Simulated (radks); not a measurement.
# Bi⁴⁺ in [Xe] 4f14 5d10 6s0.75 7s0.25: an all-electron calculation

An exercise on one series of results from a longer session: the logs are not shown, and one member is left open.

Program: radks (a radial shooting solver on a logarithmic mesh, Libxc functionals) version 1. Level of theory: scalar-relativistic Kohn-Sham, LDA (Slater exchange, Perdew-Wang correlation), spin-unpolarised, spherical densities, finite nucleus. These are calculated values, not measurements, unless marked.

### What is computed

| Item | Value |
| --- | --- |
| element | bismuth (Z = 83) |
| charge | +4 |
| electrons | 79 |
| configuration | [Xe] 4f14 5d10 6s0.75 7s0.25 |
| nuclear rms radius | 5.5211 fm |

The first run:

Input:

```text
Z 83
configuration [Xe] 4f14 5d10 6s0.75 7s0.25
relativity scalar-relativistic
functional lda,pw
spin unpolarised
nucleus finite rms 5.5211 fm
c 137.035999084
```

Started as:

```
python run_ks.py task.json out
```

All runs below come from this command, one after another.

One table of the session follows, with a row left open; its other results are not shown here.

It belongs to the step «Shells». From the orbitals of this run (lengths in bohr):

| level | <r> | outermost maximum (interpolated) | 90 % within | nodes |
| --- | --- | --- | --- | --- |
| 1s | 0.01581 | 0.00967 | 0.0290 | 0 |
| 2s | 0.06653 | 0.0562 | 0.104 | 1 |
| 2p | 0.06056 | 0.0469 | 0.0989 | 0 |
| 3s | 0.1718 | 0.159 | 0.252 | 2 |
| 3p | ? | ? | ? | ? |
| 3d | 0.1575 | 0.129 | 0.244 | 0 |
| 4s | 0.3774 | 0.356 | 0.541 | 3 |
| 4p | 0.4028 | 0.376 | 0.583 | 2 |
| 4d | 0.4227 | 0.382 | 0.629 | 1 |
| 5s | 0.8296 | 0.770 | 1.18 | 4 |
| 4f | 0.4409 | 0.341 | 0.698 | 0 |
| 5p | 0.9451 | 0.859 | 1.36 | 3 |
| 5d | 1.204 | 1.03 | 1.79 | 2 |
| 6s | 1.938 | 1.77 | 2.75 | 5 |
| 7s | 3.894 | 3.79 | 5.41 | 6 |

Q: Estimate the row for 3p from the others.

As computed: <r>: 0.1738; outermost maximum (interpolated): 0.159; 90 % within: 0.260; nodes: 1. In the column «<r>» it lies between 3s (0.1718) and 4s (0.3774).
